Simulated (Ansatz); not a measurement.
**Hf2Pd2Se2Br2O3: projected density of states with PBE+U**

The system is Hf2Pd2Se2Br2O3.

```
CELL_PARAMETERS angstrom
7.58666 -1.70971 -1.17576
7.58666 1.70971 -1.17576
-2.02446 0.00000 13.05155
ATOMIC_POSITIONS crystal
Hf 0.94514 0.94514 0.06144
Hf 0.60628 0.60628 0.28309
Pd 0.17920 0.17920 0.50964
Pd 0.32286 0.32286 0.74307
Se 0.92232 0.92232 0.84566
Se 0.78991 0.78991 0.58800
Br 0.58645 0.58645 0.04520
Br 0.24604 0.24604 0.28651
O 0.59701 0.59701 0.42127
O 0.38554 0.38554 0.07302
O 0.03094 0.03094 0.22169
```

The cell was built by a generator and needn't be a form met in nature.

* Program: Ansatz 0.2.0
* Task: projected density of states
* Functional: PBE
* Potentials or basis: Ansatz PAW
* Cutoff: 420 eV (not typed: the program's choice for these potentials)
* k mesh: 8 × 8 × 2
* Occupations: fermi-dirac, width 0.05 eV
* Spin: no spin polarisation
* Hubbard terms: Hf d U = 6 eV, Pd d U = 6 eV
* Hubbard projectors: ortho-atomic (the default)
* Double counting: fll (the default)

The pressure is 2.1 GPa, the largest force is 0.563 eV/Å and the band gap on the k mesh is 1.27 eV, indirect (least direct gap 1.31 eV).

Forces in eV/Å, atoms in the order of the input:
```
Hf  -0.551  0.000 -0.115
Hf  -0.117  0.000 -0.142
Pd  -0.159  0.000  0.212
Pd  -0.044  0.000 -0.126
Se   0.106  0.000 -0.143
Se   0.113  0.000 -0.038
Br   0.398  0.000 -0.168
Br   0.406  0.000 -0.017
O    0.011  0.000  0.384
O   -0.110  0.000  0.130
O   -0.055  0.000  0.022
```

Stress tensor (GPa, compression positive):
```
1.42 0.00 0.39
0.00 2.77 0.00
0.39 0.00 2.15
```

Levels at points of the mesh, in eV from the valence-band top:
| k point | band 73 | band 74 | band 75 | band 76 | band 77 | band 78 | band 79 | band 80 |
| --- | --- | --- | --- | --- | --- | --- | --- | --- |
| (0.00, 0.00, 0.00) | -1.02 | -0.62 | -0.40 | -0.10 | 1.74 | 3.26 | 3.26 | 3.61 |
| (0.00, 0.00, -0.50) | -1.02 | -0.66 | -0.36 | -0.25 | 1.75 | 3.23 | 3.34 | 3.64 |
| (0.00, -0.50, 0.00) | -1.52 | -1.26 | -0.99 | -0.28 | 1.88 | 2.50 | 4.14 | 4.26 |
| (0.00, -0.50, -0.50) | -1.51 | -1.28 | -0.99 | -0.28 | 1.88 | 2.50 | 4.15 | 4.26 |
| (-0.50, -0.50, 0.00) | -1.02 | -0.68 | -0.36 | -0.24 | 1.75 | 3.23 | 3.51 | 3.94 |
| (-0.50, -0.50, -0.50) | -1.02 | -0.64 | -0.40 | -0.11 | 1.74 | 3.26 | 3.55 | 3.86 |

States per cell in windows of 1 eV (zero at the valence-band top; states under -8 eV left out):
| from (eV) | total | Pd 4d | Hf 5d | O 2p | Br 4p | Se 4p | Hf 6s |
| --- | --- | --- | --- | --- | --- | --- | --- |
| -8.0 | 0.00 | 0.00 | 0.00 | 0.00 | 0.00 | 0.00 | 0.00 |
| -7.0 | 0.00 | 0.00 | 0.00 | 0.00 | 0.00 | 0.00 | 0.00 |
| -6.0 | 6.89 | 1.91 | 0.58 | 2.45 | 0.63 | 0.78 | 0.32 |
| -5.0 | 12.27 | 4.44 | 1.03 | 3.68 | 1.54 | 1.23 | 0.08 |
| -4.0 | 15.02 | 7.50 | 0.69 | 2.49 | 3.09 | 0.85 | 0.07 |
| -3.0 | 10.95 | 1.86 | 0.61 | 4.16 | 3.35 | 0.61 | 0.04 |
| -2.0 | 7.21 | 1.51 | 0.22 | 1.61 | 1.90 | 1.74 | 0.01 |
| -1.0 | 5.67 | 1.03 | 0.13 | 0.33 | 0.18 | 3.72 | 0.05 |
| 0.0 | 0.00 | 0.00 | 0.00 | 0.00 | 0.00 | 0.00 | 0.00 |
| 1.0 | 2.66 | 0.83 | 0.13 | 0.12 | 0.04 | 1.37 | 0.02 |
| 2.0 | 1.15 | 0.33 | 0.07 | 0.03 | 0.01 | 0.64 | 0.00 |
| 3.0 | 2.47 | 0.06 | 1.43 | 0.13 | 0.12 | 0.16 | 0.25 |
| 4.0 | 9.91 | 0.05 | 5.80 | 0.64 | 0.45 | 0.19 | 0.55 |
| 5.0 | 8.54 | 0.04 | 3.55 | 0.58 | 0.28 | 0.23 | 0.54 |
| 6.0 | 7.09 | 0.02 | 2.07 | 0.52 | 0.14 | 0.09 | 0.52 |
| 7.0 | 7.58 | 0.01 | 1.18 | 0.31 | 0.09 | 0.07 | 0.32 |

Eigenvalues of the final occupation matrices:
| site | spin | trace | eigenvalues |
| --- | --- | --- | --- |
| site 1 | 1 | 0.99 | 0.12 0.16 0.17 0.26 0.28 |
| site 2 | 1 | 1.03 | 0.11 0.20 0.20 0.24 0.28 |
| site 3 | 1 | 4.60 | 0.65 0.98 0.99 0.99 0.99 |
| site 4 | 1 | 4.68 | 0.74 0.98 0.98 0.99 0.99 |

Wall time 2.2 min on 8 threads of Arm Neoverse V1 (shared host), peak memory 4.7 GiB.

Caveat: spin-orbit coupling is left out, which moves the levels of the heavy elements. A k mesh can miss the band edges.
